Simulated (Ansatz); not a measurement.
CoTc, space group P-6m2, an equation of state with a fit

With the Python package of Ansatz (0.2.0).

Run as a notebook:

In [1]:
```python
import warnings

import ansatz as az
from ase.eos import EquationOfState
from ase.units import GPa
import numpy as np

vectors0 = np.array([
    [2.658294, 0.0, 0.0],
    [-1.329147, 2.30215, 0.0],
    [0.0, 0.0, 4.132649],
])
sites = [
    ('Co', (0.0, 0.0, 0.0), 2.5),
    ('Tc', (1 / 3, 2 / 3, 0.5), 0.0),
]


def make_crystal(cell):
    crystal = az.Crystal(lattice=az.Lattice.of(cell))
    for symbol, position, moment in sites:
        crystal = crystal.atom(symbol, position, moment=moment or None)
    return crystal
```

In [2]:
```python
warnings.simplefilter('ignore', az.DeckWarning)

# uniform scaling of the cell
volumes, energies, pressures = [], [], []
for scale in np.linspace(0.94, 1.06, 7):
    cell = vectors0 * scale ** (1 / 3)
    calculation = (
        make_crystal(cell).calculation()
        .functional('pbesol')
        .pseudopotentials('nc')
        .occupations(az.OccupationsMethod.COLD, width=10 * az.meV)
        .spin('collinear')
        .mixing('msr1', preconditioner='none')
        .scf(tolerance=1e-05, max_iterations=150)
        .kpoints(12, 12, 7)
        .stress()
    )
    rep = calculation.run(threads=1).report
    volumes.append(abs(np.linalg.det(cell)) / len(sites))
    energies.append(rep['free_energy_ev'] / len(sites))
    pressures.append(np.trace(rep['stress_gpa']) / 3)
    print(f'V = {volumes[-1]:8.4f} A^3/atom  F = {energies[-1]:.5f} eV/atom  P = {pressures[-1]:8.3f} GPa')
```
```text
V =  11.8867 A^3/atom  F = -3233.30760 eV/atom  P =    5.744 GPa
V =  12.1397 A^3/atom  F = -3233.31131 eV/atom  P =   -0.908 GPa
V =  12.3926 A^3/atom  F = -3233.30517 eV/atom  P =   -6.653 GPa
V =  12.6455 A^3/atom  F = -3233.29046 eV/atom  P =  -11.854 GPa
V =  12.8984 A^3/atom  F = -3233.26800 eV/atom  P =  -16.518 GPa
V =  13.1513 A^3/atom  F = -3233.23858 eV/atom  P =  -20.660 GPa
V =  13.4042 A^3/atom  F = -3233.20258 eV/atom  P =  -23.100 GPa
```

In [3]:
```python
eos = EquationOfState(volumes, energies, eos='birchmurnaghan')
v0, e0, bulk = eos.fit()
print(f'V0 = {v0:.4f} A^3/atom, E0 = {e0:.5f} eV/atom, B = {bulk / GPa:.1f} GPa')
```
```text
V0 = 12.1035 A^3/atom, E0 = -3233.31132 eV/atom, B = 295.7 GPa
```

A third-order Birch-Murnaghan fit through the 7 points has its minimum at 12.10 Å³ an atom, 4.3 % below the typed cell, with a bulk modulus of 296 GPa. From that minimum the energy rises by 3.7 meV an atom on the compressed side and 108.7 meV on the expanded side. The window is off centre, so dB/dP is rough.

What to keep in mind:
- The settings weren't tested for convergence.
- The magnetic order follows from the starting moments and needn't be the lowest.
- Shape and fractional positions are held along the curve, so the bulk modulus is an upper value where they are free to relax.
- For a metal this k-point mesh is coarse: on a finer one energies can move by several to tens of meV an atom and pressures by half a GPa or more, differences at one mesh by less.
- The program warned that this SCF threshold is loose for forces or stresses.
- Pressure is positive in compression.
- At these settings the cell as given stands under about -12 GPa, so it isn't at this functional's equilibrium volume.
- The structure comes from a database of computed cells and needn't be a stable or known phase.
- The script silences the warnings on its input, which a real study should read.
- The whole script took 15 min on 1 thread of Arm Neoverse V1 (shared host), peak memory 0.63 GiB.
